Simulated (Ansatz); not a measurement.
Runs of Ansatz 0.2.0 on Zr3MoC. Symmetry: Pm-3m, No. 221, cubic system. Conventional cell: a = 4.943 Å, b = 4.943 Å, c = 4.943 Å, α = 90.00°, β = 90.00°, γ = 90.00°. Zr (site symmetry 4/mmm) is surrounded by 2 Mo at 2.47 Å. Mo (site symmetry m-3m) is surrounded by 6 Zr at 2.47 Å. C (site symmetry m-3m) has 12 Zr at 3.49 Å as nearest neighbours. The cell was built by a generator and needn't be a form met in nature.

```csv
level,gap on the mesh (eV),pressure (GPa),relaxed volume (Å³/atom)
PBEsol,none,0.0,23.40
LDA,none,0.0,(a)
revPBE,none,0.0,24.82
RPBE,none,0.0,24.98
```

Alike in all rows: task relaxation of cell and atoms; potentials or basis Ansatz PAW; no spin polarisation; cell relaxed; k mesh 5 × 5 × 5; cutoff (eV) 420; smearing fermi-dirac 0.05 eV.

Question: Estimate the missing entries.

Answer: (a) 22.77.

Caveats: the plane-wave basis is chosen anew once the cell has moved, so the energies of steps on either side of that aren't comparable; the PAW data sets come from PBE, with cores solved anew for the run's functional, which leaves a small shift of forces and pressure.

A k mesh can miss the band edges, and the runs leave out spin-orbit coupling on Mo, Zr.

A gap of «none» marks a metal or a gap under the smearing width.

Runs at the PBE level aren't shown here.
